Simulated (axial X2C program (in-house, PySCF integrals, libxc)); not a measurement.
**SnO⁺: properties at the nuclei**

Wanted for SnO⁺: properties at the nuclei, at the two-component level.

Computed with an in-house X2C program for linear molecules on PySCF integrals. Level: two-component X2C with atomic mean-field terms, Sn dyall-acv3z, O dyall-av3z.

All values are calculated.

## (1) Set-up

File task.json:

```json
{"zs": [50, 8], "q": 1, "bas": ["dyall-acv3z", "dyall-av3z"], "r0": 1.87, "levels": ["PBE0", "HF", "B3LYP"], "nst": 1, "ff": 1, "thr": -3.5, "nmax": 130, "opt": {"ecut": 60}}
```

Keys: zs atomic numbers; q charge; bas basis sets; r0 starting distance in Å; levels methods (HF also brings MP2); nst determinants followed; ff finite-field run; thr threshold in hartree for freezing inner shells (an s shell follows its p shell); nmax most natural virtual spinors; ecut virtual cutoff in hartree.

On the command line:

```sh
python soeom.py task.json out
```

Nuclei are Gaussian, cores are contracted, and the Gaunt term is on.

## (2) Expectation values, lowest determinant

R = 1.978 Å. State: Ω = 3/2 (excess of +ω over −ω: ω = 3/2).

Output of the PBE0 run:

```text
two-component X2C + atomic mean field  PBE0
basis functions 199  fitting functions 1011  grid points 5078
iter        total energy     max residual
   1      -6248.533123261     2.48e-05
   2      -6248.533123269     3.00e-05
   3      -6248.533123277     1.08e-05
   4      -6248.533123279     5.08e-06
   5      -6248.533123281     4.90e-07
converged
one-electron -8784.81129349  Coulomb 2607.28381164  exact exchange -42.95600925  xc functional -131.53866661  nuclear repulsion 107.01258057  atomic mean-field constant -3.52354615
```

The highest occupied spinor is 83% O p, 11% Sn p, 3% Sn d.

| level | Eeff magnitude (GV/cm) | Ws magnitude Sn (kHz) | A∥/gI Sn (MHz) | qzz Sn (a.u.) | A∥/gI O (MHz) | qzz O (a.u.) |
| --- | --- | --- | --- | --- | --- | --- |
| PBE0 | 0.0863 | 0.0305 | 99 | -6.92 | 189 | -0.97 |
| HF | 0.469 | 0.195 | 65.8 | -7.59 | 217 | -0.78 |
| B3LYP | 0.0984 | 0.034 | 103 | -6.73 | 191 | -1.06 |

Eeff is the effective electric field on the electron dipole moment in this Ω state and Ws the scalar–pseudoscalar constant (defined with the proton number Z and per Ω); A∥ is the parallel hyperfine constant, which follows by multiplying with the nuclear g factor gI = μI/(I μN); qzz is the electric field gradient, eQq0 = 234.96 MHz × Q/barn × qzz. The operators were transformed with the bare-nucleus X2C matrices.

## (3) Finite-field coupled cluster

Output:

```text
two-component X2C + atomic mean field  HF
basis functions 199  fitting functions 1011  grid points 5078
iter        total energy     max residual
   1      -6245.862484413     2.07e-01
   2      -6245.890539839     7.08e-03
   3      -6245.891766779     3.33e-03
   4      -6245.892001534     2.22e-03
   5      -6245.892076732     8.91e-04
   6      -6245.892100417     4.52e-04
   7      -6245.892108191     2.47e-04
   8      -6245.892112154     1.35e-04
   9      -6245.892113145     7.69e-05
  10      -6245.892113593     3.55e-05
  11      -6245.892113720     2.62e-05
  12      -6245.892113784     1.90e-05
  13      -6245.892113831     1.06e-05
  14      -6245.892113849     4.02e-06
  15      -6245.892113851     2.45e-06
  16      -6245.892113852     9.71e-07
converged
one-electron -8783.82156914  Coulomb 2606.38403000  exact exchange -171.94360914  xc functional 0.00000000  nuclear repulsion 107.01258057  atomic mean-field constant -3.52354615
correlated 19  virtual 307  natural virtual 130  E(MP2) -0.720874880  MP2 remainder -0.027854216
iter   CCSD correlation   residual
   1     -0.651020052   1.41e-01
   2     -0.664222649   6.54e-02
   3     -0.668633333   2.55e-02
   4     -0.668615103   1.19e-02
   5     -0.668668704   5.23e-03
   6     -0.668744730   2.03e-03
   7     -0.668748205   7.91e-04
   8     -0.668747408   2.89e-04
   9     -0.668750702   1.30e-04
  10     -0.668748723   5.84e-05
  11     -0.668748706   2.64e-05
  12     -0.668748722   1.23e-05
(T) -0.022135433  T1 0.0261  D1 0.0551  max T2 0.066
```

T1 in the output is the amplitude norm over the root of the electron number; divide by √2 for the Lee–Taylor value.

19 electrons correlated in 130 natural virtual spinors, MP2 remainder added; T1 = 0.018.

| level | Eeff magnitude (GV/cm) | Ws magnitude Sn (kHz) | A∥/gI Sn (MHz) | qzz Sn (a.u.) | A∥/gI O (MHz) |
| --- | --- | --- | --- | --- | --- |
| HF | 0.47 | 0.195 | 65.8 | -7.59 | 217 |
| MP2 | 0.775 | 0.304 | 73.2 | -6.76 | 194 |
| CCSD | 0.0444 | 0.0142 | 63.9 | -6.98 | 198 |
| CCSD(T) | 0.0517 | 0.0143 | 70.6 | -6.77 | 194 |

## (4) What came out

| quantity | value |
| --- | --- |
| lowest determinant | Ω = 3/2 (excess of +ω over −ω: ω = 3/2) |
| Eeff magnitude (GV/cm), PBE0 | 0.0863 |
| Ws magnitude Sn (kHz), PBE0 | 0.0305 |
| A∥/gI Sn (MHz), PBE0 | 99 |
| qzz Sn (a.u.), PBE0 | -6.92 |
| Eeff magnitude (GV/cm), CCSD(T) | 0.0517 |
| Ws magnitude Sn (kHz), CCSD(T) | 0.0143 |
| A∥/gI Sn (MHz), CCSD(T) | 70.6 |
| qzz Sn (a.u.), CCSD(T) | -6.77 |

What this shows: In the first state, the effective field runs from 0.0863 to 0.469 GV/cm over the mean-field levels, so the levels don't agree on it. The expectation values come from single determinants, which for open shells can mix terms of unlike spin or miss the lowest Ω, so a determinant need not be a state. Eeff is the effective electric field on the electron dipole moment in this Ω state and Ws the scalar–pseudoscalar constant (defined with the proton number Z and per Ω); A∥ is the parallel hyperfine constant, which follows by multiplying with the nuclear g factor gI = μI/(I μN); qzz is the electric field gradient, eQq0 = 234.96 MHz × Q/barn × qzz. The operators were transformed with the bare-nucleus X2C matrices. Correlation of the inner shells is missing, which matters for properties at the nucleus.
